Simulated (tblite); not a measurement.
# C3H8AlCl3S: the cost of one run

Programs: tblite 0.8.0 and PySCF 2.14.0, with density-fitted response routines of our own. Each step states its level of theory. These are calculated values for one molecule in the gas phase, unless marked as measured. Atoms are numbered from 0 throughout.

## Step 1: The molecule as given

16 atoms, charge 0, multiplicity 1; geometry from: force field or distance geometry start.

Bonds of the start (Å): C0–S1 1.76, S1–C2 1.77, S1–Al3 2.22, Al3–C4 1.98, C4–Cl5 1.79, C4–Cl6 1.75, C4–Cl7 1.80, C0–H8 1.10, C0–H9 1.12, C0–H10 1.13, C2–H11 1.10, C2–H12 1.11, C2–H13 1.13, Al3–H14 1.58, Al3–H15 1.61.

## Step 2: Geometry optimisation with GFN2-xTB

What the job is given:

```
{"job": {"kind": "relax", "xc": "GFN2-xTB", "basis": "xTB"}, "charge": 0, "multiplicity": 1}
C     -1.209900    -1.786500     0.047100
S     -0.705100    -0.208500     0.640400
C     -2.055000     0.938900     0.575900
Al     0.900800     0.742500    -0.563700
C      2.724700     0.205700    -0.027300
Cl     3.353100    -0.983900    -1.205700
Cl     2.836400    -0.538700     1.555000
Cl     3.749300     1.682700     0.000800
H     -0.401700    -2.515300    -0.092700
H     -1.782200    -1.697700    -0.914600
H     -1.949100    -2.269400     0.746400
H     -2.700600     0.793500     1.459700
H     -1.637300     1.971200     0.561100
H     -2.636000     0.829100    -0.383400
H      0.715000     0.524800    -2.118200
H      0.790000     2.320600    -0.292100
```

Command:

```
OMP_NUM_THREADS=1 python probes_run.py task.json out
```

This one command runs all jobs of the session in turn.

**Question.** How long does this first job take on 1 thread of Arm Neoverse V1, shared host, and how much memory does it need?

About 1.8 s, with a peak of 0.18 GiB.
